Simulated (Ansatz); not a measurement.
# Rb (Rb, beta-Sn type): the cost of one run

Method: DFT r2SCAN, plane waves (500 eV) with PAW, scalar-relativistic; PAW files made under PBE, frozen cores solved again for the functional, in Ansatz 0.2.0.

### 1 The structure to begin with

Symmetry: I4_1/amd, No. 141, tetragonal system. The conventional cell has a = 8.750 Å, b = 8.750 Å, c = 4.778 Å, α = 90.00°, β = 90.00°, γ = 90.00°.

Structure file:

```
CELL_PARAMETERS angstrom
-4.37524 4.37524 2.38888
4.37524 -4.37524 2.38888
4.37524 4.37524 -2.38888
ATOMIC_POSITIONS crystal
Rb 0.00000 0.00000 0.00000
Rb 0.75000 0.25000 0.50000
```

### 2 Relaxing cell and atoms

File input.yaml:

```yaml
crystal:
  lattice:
    - [-4.3752418631, 4.3752418631, 2.3888820573]
    - [4.3752418631, -4.3752418631, 2.3888820573]
    - [4.3752418631, 4.3752418631, -2.3888820573]
  atoms:
    - { symbol: Rb, position: [0.0, 0.0, 0.0] }
    - { symbol: Rb, position: [0.75, 0.25, 0.5] }
hamiltonian:
  xc: r2scan
  pseudopotentials:
    kind: paw
    azcp:
      Rb: "pseudopotentials/Rb.paw.azcp"
basis:
  ecutwfc: 500
  fft_grid_basis: typed
kpoints:
  mp_grid: { grid: [8, 8, 5], shift: [0, 0, 0] }
magnetization:
  spin_polarized: false
scf:
  occupations: { method: fermi_dirac, width: 0.1 }
relax:
  max_steps: 60
  f_tol: 0.01
  cell: {}
```

Launch:

```console
ansatz run input.yaml --threads 1 --pin off --max-ram 3584MiB --backend cpu --events-out ev --progress --plain --runs-dir out
```

**Question.** How long does this run take on 1 thread of Intel Xeon Platinum 8259CL at 2.50GHz (Skylake/Cascade Lake), shared host, and how much memory does it need?

About 2.4 min, with a peak of 1.3 GiB.
